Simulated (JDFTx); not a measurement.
Crystal: HfGe.

```
Hf Ge
1.0
     3.50084    0.00000    0.00000
     0.00000    3.50084    0.00000
     0.00000    0.00000    3.50084
Hf Ge
1 1
Cartesian
  0.0000 0.0000 0.0000
  1.7504 1.7504 1.7504
```

The cell was built by a generator and needn't be a form met in nature.

Program: JDFTx 1.7.0 (patched build). Alike in all runs: level PBE; cell as given; k mesh 8 × 8 × 8; smearing fermi-dirac 0.05 eV. Hardware: 1 thread of Intel(R) Xeon(R) 6975P-C (Granite Rapids), on a shared host.

Q: Order these runs on this cell by their wall time, lowest first.
A. task single point; potentials or basis PseudoDojo-FR-PBE-0.4-standard with smoothed tails; spin SOC, no magnetisation; cutoff (eV) 1088; max SCF steps 100; SCF threshold on the energy 1e-08 Ha; solver of the electrons scf; further solve for the empty bands yes
B. task band structure; potentials or basis PseudoDojo-SR-PBE-0.4.1-standard with smoothed tails; spin off; cutoff (eV) 1061; band ratio of the Davidson solver 1.3; max SCF steps 30; SCF threshold on the energy 1e-06 Ha; solver of the electrons minimize; further solve for the empty bands no
C. task band structure; potentials or basis PseudoDojo-FR-PBE-0.4-standard with smoothed tails; spin SOC, no magnetisation; cutoff (eV) 1088; band ratio of the Davidson solver 1.3; max SCF steps 30; SCF threshold on the energy 1e-06 Ha; solver of the electrons minimize; further solve for the empty bands no

A: B (24 s), C (65 s), A (170 s).
